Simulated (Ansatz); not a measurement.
# C₅H₁₃ClFNOTi: a ladder of functionals and wavefunction methods

One table from this session's results is given with a row withheld; the runs are named, their logs left out.

Method: functionals in def2-TZVPP, the program's frozen cores in correlated methods; program: Ansatz 0.2.0, Gaussian basis.

The runs, in order: LDA (SPW92), PBE-D4, revPBE-D4, BLYP-D4, r2SCAN-D4, B97M-V, PBE0-D4, B3LYP-D4, r2SCANh-D4, r2SCAN0-D4, HSE06-D4, BHLYP-D4, CAM-B3LYP-D4, LC-ωPBE, ωB97X-V, ωB97M-V, B2PLYP, PBE-QIDH; CCSD(T)/def2-SVP; CCSD(T)/def2-TZVPP; MP2/def2-QZVPP; extrapolation to the limit; RPA on PBE.

**Structure used throughout**

All runs share one geometry, relaxed beforehand with PBE0-D4 in a triple-zeta def2 set.

SMILES `C[O][Ti]([F])([Cl])[NH]C(C)(C)C`, 23 atoms, charge 0, spin multiplicity 1.

Atoms are counted from 1 here; the program's logs count them from 0.

Bond lengths: C1–O2 1.394 Å, C1–H11 1.094 Å, C1–H12 1.094 Å, C1–H13 1.094 Å, O2–Ti3 1.748 Å, Ti3–F4 1.774 Å, Ti3–Cl5 2.233 Å, Ti3–N6 1.855 Å, N6–C7 1.461 Å, N6–H14 1.015 Å, C7–C8 1.524 Å, C7–C9 1.527 Å, C7–C10 1.526 Å, C8–H15 1.094 Å, C8–H16 1.091 Å, C8–H17 1.092 Å, C9–H18 1.094 Å, C9–H19 1.093 Å and more. Angles: O2–C1–H11 110.3°, O2–C1–H12 109.5°, O2–C1–H13 110.0°, H11–C1–H12 108.9°, H11–C1–H13 109.1°, H12–C1–H13 108.9°, C1–O2–Ti3 160.6°, O2–Ti3–F4 112.8°, O2–Ti3–Cl5 108.9°, O2–Ti3–N6 105.2°, F4–Ti3–Cl5 109.0°, F4–Ti3–N6 111.1°, Cl5–Ti3–N6 109.6°, Ti3–N6–C7 131.4°, Ti3–N6–H14 116.7°, C7–N6–H14 111.8°, N6–C7–C8 108.9°, N6–C7–C9 108.8° and more.

The first run:

in.yaml

```yaml
crystal:
  periodic: [false, false, false]
  atoms:
    - {symbol: C, position_ang: [2.096912, 1.061028, 3.550244]}
    - {symbol: O, position_ang: [1.349693, 0.913760, 2.383210]}
    - {symbol: Ti, position_ang: [0.468402, 1.315301, 0.928531]}
    - {symbol: F, position_ang: [-1.023554, 2.218241, 1.255023]}
    - {symbol: Cl, position_ang: [1.782243, 2.536976, -0.401439]}
    - {symbol: N, position_ang: [0.101965, -0.311055, 0.115848]}
    - {symbol: C, position_ang: [-0.663648, -0.640428, -1.084561]}
    - {symbol: C, position_ang: [-1.350511, 0.620491, -1.594701]}
    - {symbol: C, position_ang: [0.293807, -1.174670, -2.147656]}
    - {symbol: C, position_ang: [-1.709402, -1.695872, -0.735334]}
    - {symbol: H, position_ang: [1.528641, 1.622168, 4.297253]}
    - {symbol: H, position_ang: [2.337983, 0.074578, 3.956230]}
    - {symbol: H, position_ang: [3.027793, 1.592874, 3.334141]}
    - {symbol: H, position_ang: [0.552900, -1.129921, 0.510921]}
    - {symbol: H, position_ang: [-0.617311, 1.390457, -1.852326]}
    - {symbol: H, position_ang: [-1.923868, 0.396730, -2.496100]}
    - {symbol: H, position_ang: [-2.036606, 1.025934, -0.847806]}
    - {symbol: H, position_ang: [0.802072, -2.076263, -1.794353]}
    - {symbol: H, position_ang: [-0.246897, -1.429513, -3.062774]}
    - {symbol: H, position_ang: [1.051248, -0.425511, -2.386345]}
    - {symbol: H, position_ang: [-2.391172, -1.319947, 0.030121]}
    - {symbol: H, position_ang: [-2.293472, -1.968213, -1.618002]}
    - {symbol: H, position_ang: [-1.232816, -2.603843, -0.354820]}
basis:
  gaussian: {orbitals: def2-TZVPP}
hamiltonian: {xc: lda}
output: {orbitals: {seedname: orbitals}}
```

Among the steps run: LDA; PBE-D4 (GGA); revPBE-D4 (GGA); BLYP-D4 (GGA); r2SCAN-D4 (meta-GGA); B97M-V (meta-GGA); PBE0-D4 (hybrid); B3LYP-D4 (hybrid); r2SCANh-D4 (hybrid); r2SCAN0-D4 (hybrid); HSE06-D4 (hybrid); BHLYP-D4 (hybrid); CAM-B3LYP-D4 (range-separated); LC-ωPBE (range-separated); ωB97X-V (range-separated); ωB97M-V (range-separated); B2PLYP (double hybrid); PBE-QIDH (double hybrid).

One of the session's tables, all rows but one given; the rest of the session is left out.

It belongs to the step «Frontier levels by functional». 

| functional | HOMO (eV) | LUMO (eV) | gap (eV) |
| --- | --- | --- | --- |
| LDA (SPW92) | -6.13 | -2.97 | 3.15 |
| PBE-D4 | -5.95 | -2.73 | 3.21 |
| revPBE-D4 | -5.87 | -2.65 | 3.23 |
| BLYP-D4 | -5.82 | -2.64 | 3.19 |
| r2SCAN-D4 | -6.21 | -2.67 | 3.55 |
| B97M-V | -6.33 | -2.71 | 3.62 |
| PBE0-D4 | -7.27 | -1.76 | 5.51 |
| B3LYP-D4 | -7.05 | -2.04 | 5.01 |
| r2SCANh-D4 | -6.71 | -2.29 | 4.42 |
| r2SCAN0-D4 | -7.46 | -1.71 | 5.76 |
| HSE06-D4 | -6.87 | -2.14 | 4.73 |
| BHLYP-D4 | -8.51 | -0.62 | 7.89 |
| CAM-B3LYP-D4 | -8.65 | -0.66 | 7.99 |
| LC-ωPBE | ? | ? | ? |
| ωB97X-V | -9.64 | 0.46 | 10.10 |
| ωB97M-V | -9.55 | 0.43 | 9.99 |

Q: Estimate the row for LC-ωPBE from the others.

The run gave: HOMO (eV): -9.98; LUMO (eV): 0.49; gap (eV): 10.48. In the column «HOMO (eV)» it is the lowest.
